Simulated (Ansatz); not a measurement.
# CuNH₃ (doublet): from a generated start to a stationary point

Where does this start of CuNH₃ (doublet) end when it is relaxed?

Computed with Ansatz 0.2.0, Gaussian basis. Level: UKS PBE0/def2-SVP.

## 1. The system as given

5 atoms, charge 0, spin multiplicity 2.

Atoms are counted from 1 here; the program's logs count them from 0.

Bond lengths: Cu1–N2 1.875 Å, N2–H3 1.018 Å, N2–H4 1.018 Å, N2–H5 1.018 Å. Angles: Cu1–N2–H3 108.1°, Cu1–N2–H4 109.2°, Cu1–N2–H5 108.8°, H3–N2–H4 110.2°, H3–N2–H5 110.2°, H4–N2–H5 110.3°.

As a file:

```xyz
5
CuH3N
Cu   -0.0248    0.1858   -0.1877
N     0.3124   -1.1942    1.0367
H     1.1556   -1.6811    0.7397
H     0.4452   -0.7946    1.9631
H    -0.4806   -1.8322    1.0385
```

The start is a generated structure. Sticks and bond lists go by distance. 

## 2. Relaxation

in.yaml

```yaml
crystal:
  periodic: [false, false, false]
  atoms:
    - {symbol: Cu, position_ang: [-0.024760, 0.185820, -0.187680]}
    - {symbol: N, position_ang: [0.312380, -1.194200, 1.036670]}
    - {symbol: H, position_ang: [1.155580, -1.681130, 0.739700]}
    - {symbol: H, position_ang: [0.445170, -0.794590, 1.963140]}
    - {symbol: H, position_ang: [-0.480570, -1.832230, 1.038530]}
basis:
  gaussian: {orbitals: def2-SVP}
magnetization: {spin_polarized: true, initial_magnetization: 1}
hamiltonian: {xc: pbe0}
relax: {f_tol: 0.01, max_steps: 150}
```

Started as:

```console
ansatz run in.yaml --threads 1 --pin off --events-out ev --progress --plain --max-ram 24576MiB --backend cuda --devices 0, --max-vram 18GiB
```

Before running it: what results should come out? Wanted: energy gained; shift from the start; total energy; dipole moment; ⟨S²⟩.

As calculated:

| quantity | value |
| --- | --- |
| steps | 5 |
| energy gained | 0.124 eV |
| shift from the start (rms) | 0.081 Å |
| total energy | -46162.9855 eV |
| dipole moment | 4.63 D |
| ⟨S²⟩ | 0.752 |

In words: The bonds of the start are those of the end. Cu1–N2 went from 1.875 to 2.033 Å. No vibrations were run, so this is a stationary point, not a proven minimum, and this spin need not be the ground state's.
